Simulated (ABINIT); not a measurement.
HfB:

```xyz
2
Lattice="0.0000 2.3100 2.3100 2.3100 0.0000 2.3100 2.3100 2.3100 0.0000" Properties=species:S:1:pos:R:3 pbc="T T T"
Hf    2.3100    2.3100    2.3100
B     0.0000    0.0000    0.0000
```

| Item | Value |
| --- | --- |
| Program | ABINIT 10.8.3 (patched build) |
| Task | relaxation of cell and atoms |
| Functional | PBE |
| Dispersion | D3(BJ) |
| Potentials or basis | SPMS NC PBE v1.0 |
| Cutoff | 816 eV |
| k mesh | 8 × 8 × 8 |
| Occupations | fermi-dirac, width 0.05 eV |
| Spin | no spin polarisation |

At the start: pressure 25.3 GPa; volume 12.33 Å³/atom.

Q: Where does the relaxation end?

A: Over 5 steps the energy falls by 107.5 meV/atom and the volume is 13.82 Å³/atom (+12.1 %); space group Fm-3m (No. 225, to 0.05 Å).

Step by step:
| step | energy change (eV) | largest force (eV/Å) | pressure (GPa) | volume (Å³) |
| --- | --- | --- | --- | --- |
| 1 | 0.0000 | 0.0000 | 25.34 | 24.65 |
| 2 | -0.1928 | 0.0000 | 7.22 | 26.61 |
| 3 | -0.2148 | 0.0000 | 0.78 | 27.52 |
| 4 | -0.2151 | 0.0000 | 0.04 | 27.63 |
| 5 | -0.2151 | 0.0000 | 0.00 | 27.64 |

Final structure:
```cif
data_structure
_symmetry_space_group_name_H-M 'P 1'
_symmetry_Int_Tables_number 1
_cell_length_a 3.3937
_cell_length_b 3.3937
_cell_length_c 3.3937
_cell_angle_alpha 60.000
_cell_angle_beta 60.000
_cell_angle_gamma 60.000
_cell_volume 27.64
loop_
_atom_site_label
_atom_site_type_symbol
_atom_site_fract_x
_atom_site_fract_y
_atom_site_fract_z
_atom_site_occupancy
Hf1 Hf 0.50000 0.50000 0.50000 1
B1 B 0.00000 0.00000 0.00000 1
```

Caveat: the volume moved by +12 % from the deposited cell, more than functionals usually miss; pairwise dispersion overbinds metals, which lowers pressure and volume.
